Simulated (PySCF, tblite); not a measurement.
# SiF5−: dynamics, then NMR shifts on frames

How do NMR shifts of SiF5− (`F[Si-](F)(F)(F)F`) change as the atoms move?

The runs use tblite 0.8.0 and PySCF 2.14.0, with density-fitted response routines of our own; the level of theory stands in each step. All values are computed, except where a source is named. Atoms are numbered from 0 throughout.

## 1. The starting structure

6 atoms, charge -1, multiplicity 1; geometry from: GFN2-xTB.

Bonds of the start (Å): F0–Si1 1.63, Si1–F2 1.63, Si1–F3 1.65, Si1–F4 1.65, Si1–F5 1.63.

## 2. Thermal motion with GFN2-xTB

Job settings and geometry (Å):

```
{"job": {"kind": "md", "xc": "GFN2-xTB", "basis": "xTB", "temperature": 600, "steps": 2000, "every": 50, "frames": 5}, "charge": -1, "multiplicity": 1}
F      0.092943     1.572945    -0.413860
Si     0.000280     0.000408    -0.004022
F      0.638864    -0.510278     1.403351
F     -1.442778     0.282509     0.753383
F      1.443714    -0.282373    -0.761264
F     -0.729900    -1.061221    -0.999162
```

Level: GFN2-xTB Langevin dynamics, gas phase.

The run is started by

```
$ OMP_NUM_THREADS=1 python probes_run.py task.json out
```

This one command runs all jobs of the session in turn.

The program printed:

```text
t/fs     T/K      E/eV
    0.0   277.3   -705.71153
   25.0   391.8   -705.51503
   50.0   367.9   -705.53168
   75.0   528.2   -705.50661
  100.0   376.3   -705.50906
  125.0   508.6   -705.64753
  150.0   416.7   -705.51393
  175.0   408.8   -705.58378
  200.0   459.8   -705.62009
  225.0   432.3   -705.47790
  250.0   708.0   -705.51648
  275.0   896.5   -705.49290
  300.0   593.4   -705.40247
  325.0   441.8   -705.48793
  350.0   670.5   -705.51094
  375.0   448.4   -705.40004
  400.0   538.9   -705.30784
  425.0   517.6   -705.45512
  450.0   575.6   -705.43588
  475.0   461.2   -705.18087
  500.0   906.4   -705.33280
  525.0   887.1   -705.23570
  550.0   916.7   -705.10753
  575.0   720.3   -705.25932
  600.0   615.9   -705.27015
  625.0   702.1   -705.36342
  650.0   963.3   -705.42466
  675.0   878.8   -705.37485
  700.0   716.7   -705.36301
  725.0   546.6   -705.26955
  750.0   490.7   -705.42651
  775.0   514.0   -705.51631
  800.0   776.9   -705.36596
  825.0   939.9   -705.54437
  850.0   700.7   -705.33678
  875.0   712.3   -705.09705
  900.0   966.9   -705.19673
  925.0   613.7   -705.17685
  950.0   665.6   -705.35804
  975.0   702.9   -705.50677
 1000.0   828.1   -705.41284
```

Wall time 4.4 s (1 thread of AMD EPYC 9R14, shared host); peak memory 0.18 GiB.

Distance from the start (root mean square after alignment): 0 fs 0.00 Å, 200 fs 0.09 Å, 400 fs 0.86 Å, 600 fs 0.38 Å, 800 fs 0.48 Å, 1000 fs 0.74 Å.

Positions (Å) and forces (eV/Å) at 1000 fs:

```xyz
6

F     0.634    0.347    0.312    0.193   -1.269    0.218
Si    0.188   -1.032   -0.553    2.595    0.381    0.080
F     1.108   -2.125    0.339   -0.170    0.788    0.612
F    -1.103   -1.834   -0.152   -1.473   -0.417    0.240
F     1.032   -1.709   -1.807   -0.509    0.614   -0.326
F    -0.535    0.059   -1.510   -0.635   -0.096   -0.824
```

## 3. NMR shieldings: 250 fs, PBE0/pcSseg-1

Job settings and geometry (Å):

```
{"job": {"kind": "nmr", "xc": "PBE0", "basis": "pcSseg-1", "pop": false}, "charge": -1, "multiplicity": 1}
F     -0.254800     1.389400    -0.029900
Si    -0.220200    -0.284100     0.024600
F      0.536800    -1.699100     0.423900
F     -0.920000    -0.202100     1.527300
F      0.847400    -0.208700    -1.270400
F     -1.473700    -1.071900    -0.667300
```

With the program's defaults for keys left out, this is: GIAO PBE0/pcSseg-1 NMR shielding, non-relativistic, gas phase.

The program printed:

```text
coarse grid: 7056 points
cycle   1  E = -788.1725962266  dE =  3.891e-01  |g| = 1.141e+00  |ddm| = 2.287e+00
cycle   2  E = -788.0334236887  dE =  1.392e-01  |g| = 1.551e+00  |ddm| = 1.353e+00
cycle   3  E = -788.3667974878  dE = -3.334e-01  |g| = 1.889e-02  |ddm| = 7.813e-01
cycle   4  E = -788.3668272088  dE = -2.972e-05  |g| = 1.137e-02  |ddm| = 1.828e-02
cycle   5  E = -788.3668449432  dE = -1.773e-05  |g| = 4.340e-03  |ddm| = 7.756e-03
cycle   6  E = -788.3668475500  dE = -2.607e-06  |g| = 7.425e-04  |ddm| = 2.444e-03
final grid: 69952 points
cycle   7  E = -788.4263382865  dE = -2.123e-05  |g| = 2.022e-03  |ddm| = 7.266e-03
cycle   8  E = -788.4263379496  dE =  3.369e-07  |g| = 2.486e-03  |ddm| = 1.934e-03
cycle   9  E = -788.4263387845  dE = -8.349e-07  |g| = 2.785e-04  |ddm| = 1.184e-03
cycle  10  E = -788.4263387928  dE = -8.274e-09  |g| = 1.020e-04  |ddm| = 1.392e-04
cycle  11  E = -788.4263387941  dE = -1.324e-09  |g| = 2.818e-05  |ddm| = 5.628e-05
cycle  12  E = -788.4263387942  dE = -9.504e-11  |g| = 3.192e-06  |ddm| = 1.298e-05
converged SCF energy = -788.4263387942

GIAO shielding tensors (ppm)
atom      isotropic    diamagn.    paramagn.     s11        s22        s33       span
  0 F      307.919     473.786    -165.867    254.634    274.087    395.037    140.403
  1 Si     481.205     870.775    -389.570    453.938    472.697    516.980     63.042
  2 F      309.563     473.471    -163.908    261.945    270.254    396.491    134.546
  3 F      314.993     473.462    -158.469    263.335    280.695    400.948    137.613
  4 F      310.019     474.462    -164.443    250.667    280.116    399.272    148.605
  5 F      341.398     471.848    -130.450    297.237    306.620    420.338    123.101
```

Wall time 3.8 s (1 thread of AMD EPYC 9R14, shared host); peak memory 0.49 GiB.

Shifts follow as δ = σ(reference) − σ, with reference shieldings (ppm) from runs at the same level and on the same kind of geometry: ²⁹Si TMS 349.2, ¹⁹F CFCl3 170.9. The references are single molecules in the gas phase, so shifts against H2O, NH3, PH3, H3PO4 or CFCl3 are not on the usual liquid scales and can be off by tens of ppm. Each atom is listed at this fixed geometry, with no averaging over motion; a spectrum would average atoms that exchange fast.

```
atoms            environment  σ (ppm)  δ (ppm)
   F0  fluorine bonded to Si    307.9   -137.0
   F2  fluorine bonded to Si    309.6   -138.6
   F4  fluorine bonded to Si    310.0   -139.1
   F3  fluorine bonded to Si    315.0   -144.0
   F5  fluorine bonded to Si    341.4   -170.5
  Si1  silicon bonded to 5 F    481.2   -132.0
```

## 4. Nuclear shieldings: 425 fs, PBE0/pcSseg-1

Job settings and geometry (Å):

```
{"job": {"kind": "nmr", "xc": "PBE0", "basis": "pcSseg-1", "pop": false}, "charge": -1, "multiplicity": 1}
F     -1.234600     0.720500    -0.134800
Si    -0.217000    -0.617600    -0.008800
F      0.644100    -2.013400    -0.191400
F      0.533200    -0.415700     1.450700
F      0.852600     0.124700    -0.975900
F     -1.661800    -1.497300    -0.212300
```

Level: GIAO PBE0/pcSseg-1 NMR shielding, non-relativistic, gas phase.

The program printed:

```text
coarse grid: 7056 points
cycle   1  E = -788.1710066730  dE =  3.829e-01  |g| = 1.142e+00  |ddm| = 2.287e+00
cycle   2  E = -788.0310805725  dE =  1.399e-01  |g| = 1.552e+00  |ddm| = 1.352e+00
cycle   3  E = -788.3651463048  dE = -3.341e-01  |g| = 2.736e-02  |ddm| = 7.819e-01
cycle   4  E = -788.3651485413  dE = -2.237e-06  |g| = 2.713e-02  |ddm| = 2.604e-02
cycle   5  E = -788.3652503210  dE = -1.018e-04  |g| = 3.325e-03  |ddm| = 1.280e-02
cycle   6  E = -788.3652521170  dE = -1.796e-06  |g| = 9.307e-04  |ddm| = 2.919e-03
final grid: 69952 points
cycle   7  E = -788.4251990606  dE = -2.214e-05  |g| = 1.849e-03  |ddm| = 7.582e-03
cycle   8  E = -788.4251988060  dE =  2.546e-07  |g| = 2.223e-03  |ddm| = 1.738e-03
cycle   9  E = -788.4251994710  dE = -6.651e-07  |g| = 2.995e-04  |ddm| = 1.086e-03
cycle  10  E = -788.4251994816  dE = -1.056e-08  |g| = 8.606e-05  |ddm| = 1.437e-04
cycle  11  E = -788.4251994825  dE = -8.752e-10  |g| = 3.228e-05  |ddm| = 5.148e-05
cycle  12  E = -788.4251994826  dE = -1.357e-10  |g| = 2.473e-06  |ddm| = 1.473e-05
converged SCF energy = -788.4251994826

GIAO shielding tensors (ppm)
atom      isotropic    diamagn.    paramagn.     s11        s22        s33       span
  0 F      313.100     474.890    -161.790    256.908    279.478    402.915    146.007
  1 Si     481.735     870.909    -389.174    447.073    484.644    513.488     66.416
  2 F      314.183     473.322    -159.140    265.460    280.354    396.733    131.273
  3 F      333.260     472.794    -139.534    284.561    298.181    417.038    132.477
  4 F      321.323     473.303    -151.979    277.084    288.396    398.490    121.406
  5 F      304.339     473.136    -168.798    248.284    268.969    395.763    147.479
```

It took 3.6 s on 1 thread of AMD EPYC 9R14, shared host; peak memory 0.49 GiB.

Key values: δ F5 -133.4, F0 -142.2, F2 -143.2, F4 -150.4 ppm.

## 5. Nuclear shieldings: 625 fs, PBE0/pcSseg-1

Job settings and geometry (Å):

```
{"job": {"kind": "nmr", "xc": "PBE0", "basis": "pcSseg-1", "pop": false}, "charge": -1, "multiplicity": 1}
F     -1.027300     0.671500     0.107300
Si    -0.266000    -0.702900    -0.314100
F      1.117400    -1.651400    -0.486300
F     -0.089200    -1.155200     1.259400
F     -0.167900    -0.006600    -1.761100
F     -1.214500    -1.942900    -0.651900
```

Method: GIAO PBE0/pcSseg-1 NMR shielding, non-relativistic, gas phase.

The program printed:

```text
coarse grid: 7056 points
cycle   1  E = -788.1615069136  dE =  5.343e-01  |g| = 1.142e+00  |ddm| = 2.316e+00
cycle   2  E = -788.0370856919  dE =  1.244e-01  |g| = 1.520e+00  |ddm| = 1.321e+00
cycle   3  E = -788.3539884566  dE = -3.169e-01  |g| = 3.082e-02  |ddm| = 7.561e-01
cycle   4  E = -788.3540004861  dE = -1.203e-05  |g| = 2.970e-02  |ddm| = 2.842e-02
cycle   5  E = -788.3541212889  dE = -1.208e-04  |g| = 3.202e-03  |ddm| = 1.372e-02
cycle   6  E = -788.3541229752  dE = -1.686e-06  |g| = 8.977e-04  |ddm| = 2.911e-03
final grid: 69952 points
cycle   7  E = -788.4142354982  dE = -2.709e-05  |g| = 2.307e-03  |ddm| = 8.015e-03
cycle   8  E = -788.4142350084  dE =  4.899e-07  |g| = 2.934e-03  |ddm| = 2.284e-03
cycle   9  E = -788.4142361734  dE = -1.165e-06  |g| = 2.806e-04  |ddm| = 1.381e-03
cycle  10  E = -788.4142361820  dE = -8.597e-09  |g| = 1.034e-04  |ddm| = 1.491e-04
cycle  11  E = -788.4142361833  dE = -1.362e-09  |g| = 3.012e-05  |ddm| = 6.017e-05
cycle  12  E = -788.4142361835  dE = -1.141e-10  |g| = 2.699e-06  |ddm| = 1.303e-05
converged SCF energy = -788.4142361835

GIAO shielding tensors (ppm)
atom      isotropic    diamagn.    paramagn.     s11        s22        s33       span
  0 F      314.136     473.632    -159.496    268.365    283.140    390.902    122.537
  1 Si     483.074     871.211    -388.138    454.264    474.490    520.466     66.202
  2 F      307.528     474.206    -166.678    249.677    272.602    400.304    150.627
  3 F      309.271     474.355    -165.084    254.294    281.427    392.093    137.799
  4 F      319.433     472.775    -153.342    272.219    290.092    395.989    123.771
  5 F      346.182     470.586    -124.404    304.056    316.859    417.631    113.575
```

Run time: 3.5 s. Hardware: 1 thread of AMD EPYC 9R14, shared host; peak memory 0.49 GiB.

In short: δ F2 -136.6, F3 -138.3, F0 -143.2, F4 -148.5 ppm.

## 6. Nuclear shieldings: 800 fs, PBE0/pcSseg-1

Job settings and geometry (Å):

```
{"job": {"kind": "nmr", "xc": "PBE0", "basis": "pcSseg-1", "pop": false}, "charge": -1, "multiplicity": 1}
F     -0.259500     0.646800    -0.190600
Si    -0.085200    -0.895800    -0.656500
F      1.576300    -1.252900    -0.300300
F     -0.297500    -1.866700     0.691200
F      0.107400    -0.961600    -2.330000
F     -1.673400    -1.098200    -1.059800
```

With the program's defaults for keys left out, this is: GIAO PBE0/pcSseg-1 NMR shielding, non-relativistic, gas phase.

The program printed:

```text
coarse grid: 7056 points
cycle   1  E = -788.1686077242  dE =  3.424e-01  |g| = 1.145e+00  |ddm| = 2.284e+00
cycle   2  E = -788.0198389295  dE =  1.488e-01  |g| = 1.573e+00  |ddm| = 1.374e+00
cycle   3  E = -788.3648506032  dE = -3.450e-01  |g| = 3.031e-02  |ddm| = 7.998e-01
cycle   4  E = -788.3648587304  dE = -8.127e-06  |g| = 2.950e-02  |ddm| = 2.818e-02
cycle   5  E = -788.3649785717  dE = -1.198e-04  |g| = 3.120e-03  |ddm| = 1.363e-02
cycle   6  E = -788.3649802795  dE = -1.708e-06  |g| = 7.150e-04  |ddm| = 2.934e-03
final grid: 69952 points
cycle   7  E = -788.4240195401  dE = -1.836e-05  |g| = 1.490e-03  |ddm| = 6.906e-03
cycle   8  E = -788.4240194878  dE =  5.234e-08  |g| = 1.491e-03  |ddm| = 1.207e-03
cycle   9  E = -788.4240197689  dE = -2.811e-07  |g| = 3.351e-04  |ddm| = 7.710e-04
cycle  10  E = -788.4240197833  dE = -1.438e-08  |g| = 5.770e-05  |ddm| = 1.520e-04
cycle  11  E = -788.4240197835  dE = -2.590e-10  |g| = 3.566e-05  |ddm| = 3.896e-05
cycle  12  E = -788.4240197837  dE = -1.696e-10  |g| = 2.896e-06  |ddm| = 1.664e-05
converged SCF energy = -788.4240197837

GIAO shielding tensors (ppm)
atom      isotropic    diamagn.    paramagn.     s11        s22        s33       span
  0 F      345.376     472.653    -127.277    303.635    308.890    423.601    119.966
  1 Si     481.578     870.269    -388.691    446.345    476.266    522.124     75.780
  2 F      307.277     474.783    -167.507    239.354    273.018    409.458    170.104
  3 F      306.008     473.724    -167.717    246.640    276.996    394.387    147.747
  4 F      308.632     472.602    -163.970    249.297    276.150    400.450    151.152
  5 F      311.598     473.440    -161.841    257.434    281.650    395.711    138.277
```

It took 3.5 s on 1 thread of AMD EPYC 9R14, shared host; peak memory 0.49 GiB.

This run: δ F3 -135.1, F2 -136.3, F4 -137.7, F5 -140.7 ppm.

## 7. Shielding tensors: 1000 fs, PBE0/pcSseg-1

Job settings and geometry (Å):

```
{"job": {"kind": "nmr", "xc": "PBE0", "basis": "pcSseg-1", "pop": false}, "charge": -1, "multiplicity": 1}
F      0.634200     0.347300     0.311700
Si     0.187500    -1.032200    -0.552600
F      1.107700    -2.125000     0.338800
F     -1.102900    -1.834300    -0.152300
F      1.031800    -1.708600    -1.806800
F     -0.535400     0.059500    -1.509600
```

Method: GIAO PBE0/pcSseg-1 NMR shielding, non-relativistic, gas phase.

The program printed:

```text
coarse grid: 7056 points
cycle   1  E = -788.1736089523  dE =  4.713e-01  |g| = 1.136e+00  |ddm| = 2.309e+00
cycle   2  E = -788.0477005613  dE =  1.259e-01  |g| = 1.517e+00  |ddm| = 1.310e+00
cycle   3  E = -788.3635422295  dE = -3.158e-01  |g| = 3.161e-02  |ddm| = 7.523e-01
cycle   4  E = -788.3635582258  dE = -1.600e-05  |g| = 2.985e-02  |ddm| = 2.783e-02
cycle   5  E = -788.3636796685  dE = -1.214e-04  |g| = 2.894e-03  |ddm| = 1.341e-02
cycle   6  E = -788.3636810529  dE = -1.384e-06  |g| = 8.957e-04  |ddm| = 2.697e-03
final grid: 69952 points
cycle   7  E = -788.4239628443  dE = -2.355e-05  |g| = 1.711e-03  |ddm| = 7.711e-03
cycle   8  E = -788.4239627268  dE =  1.175e-07  |g| = 1.873e-03  |ddm| = 1.534e-03
cycle   9  E = -788.4239631884  dE = -4.616e-07  |g| = 3.253e-04  |ddm| = 9.422e-04
cycle  10  E = -788.4239632014  dE = -1.299e-08  |g| = 6.937e-05  |ddm| = 1.487e-04
cycle  11  E = -788.4239632019  dE = -4.934e-10  |g| = 3.600e-05  |ddm| = 4.712e-05
cycle  12  E = -788.4239632021  dE = -1.712e-10  |g| = 2.452e-06  |ddm| = 1.607e-05
converged SCF energy = -788.4239632021

GIAO shielding tensors (ppm)
atom      isotropic    diamagn.    paramagn.     s11        s22        s33       span
  0 F      319.706     474.792    -155.086    269.161    282.737    407.219    138.058
  1 Si     484.951     871.187    -386.235    443.660    494.565    516.629     72.969
  2 F      316.671     474.071    -157.400    265.584    279.482    404.948    139.363
  3 F      338.651     470.498    -131.848    299.276    310.321    406.355    107.080
  4 F      320.950     472.165    -151.215    271.786    289.707    401.356    129.571
  5 F      322.490     474.143    -151.653    275.657    292.918    398.894    123.238
```

Wall time 3.5 s (1 thread of AMD EPYC 9R14, shared host); peak memory 0.49 GiB.

In short: δ F2 -145.7, F0 -148.8, F4 -150.0, F5 -151.5 ppm.

## 8. Comparing the runs: NMR shifts

Shifts (ppm) of some atoms, chosen among heavy atoms and hydrogens apart, with basis size and wall time:

```
  frame      F0      F2      F4      F3      F5  functions   time
 250 fs  -137.0  -138.6  -139.1  -144.0  -170.5        109  3.8 s
 425 fs  -142.2  -143.2  -150.4  -162.3  -133.4        109  3.6 s
 625 fs  -143.2  -136.6  -148.5  -138.3  -175.2        109  3.5 s
 800 fs  -174.4  -136.3  -137.7  -135.1  -140.7        109  3.5 s
1000 fs  -148.8  -145.7  -150.0  -167.7  -151.5        109  3.5 s
```

## 9. What came out

| quantity | value |
| --- | --- |
| thermostat | 600 K |
| mean temperature, second half | 751 K |
| mean potential energy above the minimum | 0.38 eV |
| ¹⁹F shifts against CFCl3 (PBE0/pcSseg-1, 250 fs) | -137.0, -138.6, -139.1, -144.0, -170.5 ppm |
| ²⁹Si shifts against TMS (PBE0/pcSseg-1, 250 fs) | -132.0 ppm |
| range of the shift of F5 | -175.2 to -133.4 ppm |

What this shows: In the second half the potential energy averages 0.38 eV above the minimum; equipartition over 12 harmonic modes at 600 K would give 0.31 eV. With 6 atoms the temperature swings widely (277 to 967 K). Shifts at one fixed geometry are not the observed spectrum, which averages over the motion. In the first frame run (250 fs): Shielding is most anisotropic at F4 (span 149 ppm, paramagnetic term -164 ppm). In ppm, F5 moves most: its shift spreads over 41.8 ppm, from -175.2 (625 fs) to -133.4 (425 fs).
